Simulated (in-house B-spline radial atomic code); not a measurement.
# Au³⁵⁺: binding energies from hole states

Aim: binding energies of the shells of Au³⁵⁺, from runs with electrons taken out, set against the orbital energies of the parent.

Program: in-house B-spline radial atomic code version 1. Level of theory: Dirac-Hartree-Fock, average of configuration, Fermi nucleus, basis-set limit. These are calculated values, not measurements, unless marked.

**1. The atom as given**

* element: gold (Z = 79)
* charge: +35
* electrons: 44
* configuration: [Kr] 4d8
* Hamiltonian: Dirac-Coulomb
* nucleus: Fermi, rms radius 5.437 fm

Outer shells as boxes (Hund's rule):

[Kr] 4d8
```
[Kr] core
4d [↑↓][↑↓][↑↓][↑ ][↑ ]
```

The boxes draw the filling by Hund's rule, which heavy ions in jj coupling don't follow; these runs average over all states of the configuration.

Settings of the run:

```ini
Z = 79
electrons = 44.0
configuration = [Kr] 4d8
hamiltonian = dirac
method = hf
spin_polarised = False
nucleus = fermi
rms_radius = 5.4371
mass_number = 197
atomic_mass = 196.966570103
speed_of_light = 137.035999084
```

From the earlier run of the reference: total energy -18355.909636 hartree. Levels, eight at most:

| orbital | occupation | energy (eV) | <r> (bohr) |
| --- | --- | --- | --- |
| 3p3/2 | 4 | -4202.33 | 0.1872 |
| 3d3/2 | 4 | -3750.95 | 0.1633 |
| 3d5/2 | 6 | -3662.34 | 0.1679 |
| 4s1/2 | 2 | -2057.59 | 0.3797 |
| 4p1/2 | 2 | -1933.60 | 0.3778 |
| 4p3/2 | 4 | -1811.16 | 0.4015 |
| 4d3/2 | 3.2 | -1614.07 | 0.3936 |
| 4d5/2 | 4.8 | -1589.01 | 0.4006 |

**2. The 1s hole**

Settings: those of step 1 with these lines changed.

```diff
@@ -1,4 +1,4 @@
 Z = 79
-electrons = 44.0
-configuration = [Kr] 4d8
+electrons = 43.0
+configuration = 1s1 2s2 2p6 3s2 3p6 3d10 4s2 4p6 4d8
 hamiltonian = dirac
```

Results of the run (chosen fields of its result record, rounded):

```text
{
  "status": "converged",
  "iterations": 8,
  "energy [hartree]": {"total": -15320.1119538, "kinetic": 17457.4567796, "nuclear": -36752.3449884, "coulomb": 4214.7893165, "exact_exchange": -240.013061496},
  "breit [hartree]": {"gaunt": 12.43034, "retardation": -1.65894, "frequency_dependence": -0.2587493},
  "qed [hartree]": {"self_energy": 11.14546, "uehling": -2.179899, "wichmann_kroll": 0.09523798},
  "recoil [hartree]": 0.02835767,
  "total_with_corrections [hartree]": -15300.510153,
  "orbitals [hartree, bohr; first row names the columns]": [
    ["name", "occ", "eps", "<r>"],
    ["1s1/2", 1.0, -3089.9508, 0.016832],
    ["2s1/2", 2.0, -599.23524, 0.069748],
    ["2p1/2", 2.0, -579.84484, 0.057221],
    ["2p3/2", 4.0, -509.27684, 0.065752],
    ["3s1/2", 2.0, -185.97204, 0.17963],
    ["3p1/2", 2.0, -176.45239, 0.16953],
    ["3p3/2", 4.0, -160.36605, 0.18446],
    ["3d3/2", 4.0, -143.69944, 0.16055],
    ["3d5/2", 6.0, -140.23625, 0.16515],
    ["4s1/2", 2.0, -78.736161, 0.37392],
    ["4p1/2", 2.0, -74.330018, 0.37078],
    ["4p3/2", 4.0, -69.575727, 0.39433],
    ["4d3/2", 3.2, -62.237208, 0.38559],
    ["4d5/2", 4.8, -61.248889, 0.39267]
  ],
  "sum_r [bohr^k]": {"-1": 465.2467, "1": 9.788461, "2": 3.370952},
  "energy_minus_base [hartree]": 3035.79768,
  "energy_minus_base_with_corrections [hartree]": 3019.76281
}
```

Run time: 0.42 s. Hardware: 1 thread, shared host.

energy_minus_base is the energy less that of the reference run.

**3. The 2s hole**

Settings: those of step 2 with these lines changed.

```diff
@@ -2,3 +2,3 @@
 electrons = 43.0
-configuration = 1s1 2s2 2p6 3s2 3p6 3d10 4s2 4p6 4d8
+configuration = 1s2 2s1 2p6 3s2 3p6 3d10 4s2 4p6 4d8
 hamiltonian = dirac
```

Main fields:

```text
{
  "status": "converged",
  "iterations": 8,
  "energy [hartree]": {"total": -17772.3991793, "kinetic": 20400.5278453, "nuclear": -42236.0619391, "coulomb": 4339.84199556, "exact_exchange": -276.707080976},
  "breit [hartree]": {"gaunt": 22.6943, "retardation": -2.415677, "frequency_dependence": -0.486526},
  "qed [hartree]": {"self_energy": 17.05157, "uehling": -3.454942, "wichmann_kroll": 0.151253},
  "recoil [hartree]": 0.03043994,
  "total_with_corrections [hartree]": -17738.8287617,
  "orbitals [hartree, bohr; first row names the columns]": [
    ["name", "occ", "eps", "<r>"],
    ["1s1/2", 2.0, -3052.7925, 0.016867],
    ["2s1/2", 1.0, -595.30261, 0.070393],
    ["2p1/2", 2.0, -572.06844, 0.057799],
    ["2p3/2", 4.0, -503.8166, 0.066261],
    ["3s1/2", 2.0, -184.99046, 0.18029],
    ["3p1/2", 2.0, -175.29526, 0.17055],
    ["3p3/2", 4.0, -159.59228, 0.18529],
    ["3d3/2", 4.0, -143.52724, 0.16098],
    ["3d5/2", 6.0, -140.1186, 0.16552],
    ["4s1/2", 2.0, -78.467399, 0.3751],
    ["4p1/2", 2.0, -74.013447, 0.37232],
    ["4p3/2", 4.0, -69.358786, 0.39555],
    ["4d3/2", 3.2, -62.185785, 0.38609],
    ["4d5/2", 4.8, -61.212679, 0.39307]
  ],
  "sum_r [bohr^k]": {"-1": 534.6764, "1": 9.763871, "2": 3.382227},
  "energy_minus_base [hartree]": 583.510457,
  "energy_minus_base_with_corrections [hartree]": 581.444203
}
```

It took 0.43 s on 1 thread, shared host.

Radial density 4πr²n(r) and radial functions P(r) = rR(r):

| r (bohr) | 4πr²n | 2s1/2 | 4d5/2 |
| --- | --- | --- | --- |
| 0.00132 | 14.98 | 0.9368 | 0.0000 |
| 0.00190 | 24.83 | 1.1964 | 0.0001 |
| 0.00274 | 39.62 | 1.4913 | 0.0003 |
| 0.00395 | 59.65 | 1.7882 | 0.0010 |
| 0.00569 | 82.75 | 2.0176 | 0.0028 |
| 0.00821 | 102.8 | 2.0575 | 0.0076 |
| 0.0118 | 111.1 | 1.7323 | 0.0203 |
| 0.0171 | 105.6 | 0.8328 | 0.0528 |
| 0.0246 | 102.5 | -0.6580 | 0.1273 |
| 0.0355 | 120.1 | -2.4519 | 0.2844 |
| 0.0513 | 135.0 | -3.7290 | 0.5639 |
| 0.0739 | 115.1 | -3.6254 | 0.9269 |
| 0.107 | 117.9 | -2.2256 | 1.1350 |
| 0.154 | 131.7 | -0.7891 | 0.7228 |
| 0.222 | 70.45 | -0.1364 | -0.4923 |
| 0.320 | 58.52 | -0.0080 | -1.6744 |
| 0.461 | 41.90 | 0.0021 | -1.6055 |
| 0.666 | 5.634 | 0.0008 | -0.6449 |
| 0.960 | 0.08854 | 0.0001 | -0.0904 |
| 1.38 | 8.067e-05 | 0.0000 | -0.0030 |

Clear maxima of the radial density (full grid of the record): 0.012, 0.051, 0.13, 0.38 bohr.

**4. The 2p1/2 hole**

In configurations, a minus sign after the shell means j = l − 1/2 and a plus sign j = l + 1/2; the count of electrons follows.

Settings: those of step 3 with these lines changed.

```diff
@@ -2,3 +2,3 @@
 electrons = 43.0
-configuration = 1s2 2s1 2p6 3s2 3p6 3d10 4s2 4p6 4d8
+configuration = 1s2 2s2 2p-1 2p+4 3s2 3p6 3d10 4s2 4p6 4d8
 hamiltonian = dirac
```

Main fields:

```text
{
  "status": "converged",
  "iterations": 8,
  "energy [hartree]": {"total": -17795.5433996, "kinetic": 20435.1381897, "nuclear": -42274.4608594, "coulomb": 4321.21544964, "exact_exchange": -277.436179467},
  "breit [hartree]": {"gaunt": 21.7679, "retardation": -2.2916, "frequency_dependence": -0.4717522},
  "qed [hartree]": {"self_energy": 18.05735, "uehling": -3.650174, "wichmann_kroll": 0.1593195},
  "recoil [hartree]": 0.03275026,
  "total_with_corrections [hartree]": -17761.939605,
  "orbitals [hartree, bohr; first row names the columns]": [
    ["name", "occ", "eps", "<r>"],
    ["1s1/2", 2.0, -3056.3201, 0.016855],
    ["2s1/2", 2.0, -595.03743, 0.070134],
    ["2p1/2", 1.0, -574.87845, 0.057999],
    ["2p3/2", 4.0, -505.71083, 0.066147],
    ["3s1/2", 2.0, -185.31289, 0.1802],
    ["3p1/2", 2.0, -175.22498, 0.17036],
    ["3p3/2", 4.0, -159.79989, 0.18507],
    ["3d3/2", 4.0, -143.45899, 0.16101],
    ["3d5/2", 6.0, -140.25148, 0.1653],
    ["4s1/2", 2.0, -78.549784, 0.37477],
    ["4p1/2", 2.0, -74.002468, 0.3723],
    ["4p3/2", 4.0, -69.41575, 0.39524],
    ["4d3/2", 3.2, -62.170174, 0.38615],
    ["4d5/2", 4.8, -61.24898, 0.39279]
  ],
  "sum_r [bohr^k]": {"-1": 535.1651, "1": 9.770016, "2": 3.380193},
  "energy_minus_base [hartree]": 560.366236,
  "energy_minus_base_with_corrections [hartree]": 558.33336
}
```

Run time: 0.42 s. Hardware: 1 thread, shared host.

**5. The 2p3/2 hole**

Settings: those of step 4 with these lines changed.

```diff
@@ -2,3 +2,3 @@
 electrons = 43.0
-configuration = 1s2 2s2 2p-1 2p+4 3s2 3p6 3d10 4s2 4p6 4d8
+configuration = 1s2 2s2 2p-2 2p+3 3s2 3p6 3d10 4s2 4p6 4d8
 hamiltonian = dirac
```

Main fields:

```text
{
  "status": "converged",
  "iterations": 8,
  "energy [hartree]": {"total": -17862.9321294, "kinetic": 20672.5563877, "nuclear": -42591.7930891, "coulomb": 4335.53674354, "exact_exchange": -279.232171537},
  "breit [hartree]": {"gaunt": 22.49146, "retardation": -2.291531, "frequency_dependence": -0.3765148},
  "qed [hartree]": {"self_energy": 18.00156, "uehling": -3.669963, "wichmann_kroll": 0.1603184},
  "recoil [hartree]": 0.03232336,
  "total_with_corrections [hartree]": -17828.5844756,
  "orbitals [hartree, bohr; first row names the columns]": [
    ["name", "occ", "eps", "<r>"],
    ["1s1/2", 2.0, -3053.3174, 0.01686],
    ["2s1/2", 2.0, -594.30627, 0.070182],
    ["2p1/2", 2.0, -573.22648, 0.057777],
    ["2p3/2", 3.0, -505.10416, 0.066526],
    ["3s1/2", 2.0, -185.20734, 0.18029],
    ["3p1/2", 2.0, -175.39339, 0.17047],
    ["3p3/2", 4.0, -159.55899, 0.18507],
    ["3d3/2", 4.0, -143.60878, 0.16087],
    ["3d5/2", 6.0, -140.06301, 0.16556],
    ["4s1/2", 2.0, -78.520935, 0.37491],
    ["4p1/2", 2.0, -74.039362, 0.3722],
    ["4p3/2", 4.0, -69.35266, 0.39554],
    ["4d3/2", 3.2, -62.208327, 0.38593],
    ["4d5/2", 4.8, -61.201331, 0.39313]
  ],
  "sum_r [bohr^k]": {"-1": 539.1822, "1": 9.766223, "2": 3.381886},
  "energy_minus_base [hartree]": 492.977507,
  "energy_minus_base_with_corrections [hartree]": 491.688489
}
```

Run time: 0.42 s. Hardware: 1 thread, shared host.

**6. The 3s hole**

Settings: those of step 5 with these lines changed.

```diff
@@ -2,3 +2,3 @@
 electrons = 43.0
-configuration = 1s2 2s2 2p-2 2p+3 3s2 3p6 3d10 4s2 4p6 4d8
+configuration = 1s2 2s2 2p6 3s1 3p6 3d10 4s2 4p6 4d8
 hamiltonian = dirac
```

Main fields:

```text
{
  "status": "converged",
  "iterations": 8,
  "energy [hartree]": {"total": -18176.2911784, "kinetic": 20943.0509271, "nuclear": -43260.7061944, "coulomb": 4430.0899948, "exact_exchange": -288.725905942},
  "breit [hartree]": {"gaunt": 23.76309, "retardation": -2.509316, "frequency_dependence": -0.4737986},
  "qed [hartree]": {"self_energy": 17.8415, "uehling": -3.615157, "wichmann_kroll": 0.1580499},
  "recoil [hartree]": 0.03133608,
  "total_with_corrections [hartree]": -18141.0954769,
  "orbitals [hartree, bohr; first row names the columns]": [
    ["name", "occ", "eps", "<r>"],
    ["1s1/2", 2.0, -3044.2297, 0.016867],
    ["2s1/2", 2.0, -589.6232, 0.07045],
    ["2p1/2", 2.0, -566.97662, 0.058033],
    ["2p3/2", 4.0, -499.34821, 0.06653],
    ["3s1/2", 1.0, -184.22901, 0.18173],
    ["3p1/2", 2.0, -173.61042, 0.1716],
    ["3p3/2", 4.0, -158.12467, 0.18645],
    ["3d3/2", 4.0, -142.08119, 0.16237],
    ["3d5/2", 6.0, -138.77988, 0.16688],
    ["4s1/2", 2.0, -78.179434, 0.37592],
    ["4p1/2", 2.0, -73.713985, 0.37381],
    ["4p3/2", 4.0, -69.089085, 0.39703],
    ["4d3/2", 3.2, -61.920012, 0.38789],
    ["4d5/2", 4.8, -60.965737, 0.3948]
  ],
  "sum_r [bohr^k]": {"-1": 547.6487, "1": 9.70221, "2": 3.382294},
  "energy_minus_base [hartree]": 179.618458,
  "energy_minus_base_with_corrections [hartree]": 179.177488
}
```

It took 0.42 s on 1 thread, shared host.

**7. The 3p1/2 hole**

Settings: those of step 6 with these lines changed.

```diff
@@ -2,3 +2,3 @@
 electrons = 43.0
-configuration = 1s2 2s2 2p6 3s1 3p6 3d10 4s2 4p6 4d8
+configuration = 1s2 2s2 2p6 3s2 3p-1 3p+4 3d10 4s2 4p6 4d8
 hamiltonian = dirac
```

Main fields:

```text
{
  "status": "converged",
  "iterations": 8,
  "energy [hartree]": {"total": -18186.5155326, "kinetic": 20957.184761, "nuclear": -43278.4229839, "coulomb": 4423.92831229, "exact_exchange": -289.205621955},
  "breit [hartree]": {"gaunt": 23.5814, "retardation": -2.486181, "frequency_dependence": -0.4746456},
  "qed [hartree]": {"self_energy": 18.07262, "uehling": -3.659722, "wichmann_kroll": 0.1598761},
  "recoil [hartree]": 0.03184837,
  "total_with_corrections [hartree]": -18151.2903325,
  "orbitals [hartree, bohr; first row names the columns]": [
    ["name", "occ", "eps", "<r>"],
    ["1s1/2", 2.0, -3044.8834, 0.016865],
    ["2s1/2", 2.0, -590.11456, 0.070378],
    ["2p1/2", 2.0, -567.06769, 0.058083],
    ["2p3/2", 4.0, -499.71727, 0.066513],
    ["3s1/2", 2.0, -183.79947, 0.18119],
    ["3p1/2", 1.0, -174.2601, 0.17219],
    ["3p3/2", 4.0, -158.51393, 0.18631],
    ["3d3/2", 4.0, -141.93347, 0.16227],
    ["3d5/2", 6.0, -138.9788, 0.16679],
    ["4s1/2", 2.0, -78.265247, 0.37606],
    ["4p1/2", 2.0, -73.651775, 0.37345],
    ["4p3/2", 4.0, -69.126826, 0.39686],
    ["4d3/2", 3.2, -61.928697, 0.38782],
    ["4d5/2", 4.8, -60.991212, 0.39462]
  ],
  "sum_r [bohr^k]": {"-1": 547.8736, "1": 9.708, "2": 3.383074},
  "energy_minus_base [hartree]": 169.394103,
  "energy_minus_base_with_corrections [hartree]": 168.982632
}
```

Wall time 0.44 s (1 thread, shared host).

**8. The 3p3/2 hole**

Settings: those of step 7 with these lines changed.

```diff
@@ -2,3 +2,3 @@
 electrons = 43.0
-configuration = 1s2 2s2 2p6 3s2 3p-1 3p+4 3d10 4s2 4p6 4d8
+configuration = 1s2 2s2 2p6 3s2 3p-2 3p+3 3d10 4s2 4p6 4d8
 hamiltonian = dirac
```

Main fields:

```text
{
  "status": "converged",
  "iterations": 8,
  "energy [hartree]": {"total": -18201.7990013, "kinetic": 21011.3385648, "nuclear": -43355.3613044, "coulomb": 4432.25093747, "exact_exchange": -290.027199122},
  "breit [hartree]": {"gaunt": 23.73125, "retardation": -2.4856, "frequency_dependence": -0.4498584},
  "qed [hartree]": {"self_energy": 18.0628, "uehling": -3.664917, "wichmann_kroll": 0.1601357},
  "recoil [hartree]": 0.03172817,
  "total_with_corrections [hartree]": -18166.4134571,
  "orbitals [hartree, bohr; first row names the columns]": [
    ["name", "occ", "eps", "<r>"],
    ["1s1/2", 2.0, -3044.1394, 0.016866],
    ["2s1/2", 2.0, -589.74197, 0.070394],
    ["2p1/2", 2.0, -566.97738, 0.058028],
    ["2p3/2", 4.0, -499.20701, 0.066587],
    ["3s1/2", 2.0, -183.64365, 0.18123],
    ["3p1/2", 2.0, -173.84238, 0.17161],
    ["3p3/2", 3.0, -158.43792, 0.18715],
    ["3d3/2", 4.0, -142.06812, 0.16242],
    ["3d5/2", 6.0, -138.61533, 0.16689],
    ["4s1/2", 2.0, -78.233739, 0.37623],
    ["4p1/2", 2.0, -73.7164, 0.37382],
    ["4p3/2", 4.0, -69.05386, 0.39653],
    ["4d3/2", 3.2, -61.911319, 0.38795],
    ["4d5/2", 4.8, -60.947379, 0.39495]
  ],
  "sum_r [bohr^k]": {"-1": 548.8475, "1": 9.69842, "2": 3.38081},
  "energy_minus_base [hartree]": 154.110635,
  "energy_minus_base_with_corrections [hartree]": 153.859508
}
```

Run time: 0.42 s. Hardware: 1 thread, shared host.

**9. Results**

| hole | ΔSCF (eV) | with Breit, QED, recoil (eV) | −ε of the parent (eV) | −ε less ΔSCF (eV) |
| --- | --- | --- | --- | --- |
| 1s | 82608.3 | 82171.9 | 82675.2 | 66.95 |
| 2s | 15878.1 | 15821.9 | 15908.1 | 29.98 |
| 2p1/2 | 15248.3 | 15193.0 | 15283.1 | 34.78 |
| 2p3/2 | 13414.6 | 13379.5 | 13445.7 | 31.06 |
| 3s | 4887.67 | 4875.67 | 4896.77 | 9.10 |
| 3p1/2 | 4609.45 | 4598.25 | 4619.49 | 10.04 |
| 3p3/2 | 4193.56 | 4186.73 | 4202.33 | 8.76 |

**Reading.** Koopmans' values overshoot, as they freeze the orbitals; relaxation lowers the cost by 66.9 eV for 1s and 8.76 eV for 3p3/2. The difference of the 1s and 2p3/2 holes gives a Kα1 line at 68792.4 eV for this charge state (with Breit, QED and recoil). The spin-orbit splitting of the 2p hole is 1813.50 eV with those corrections. Values are for the free ion, measured from the vacuum level.
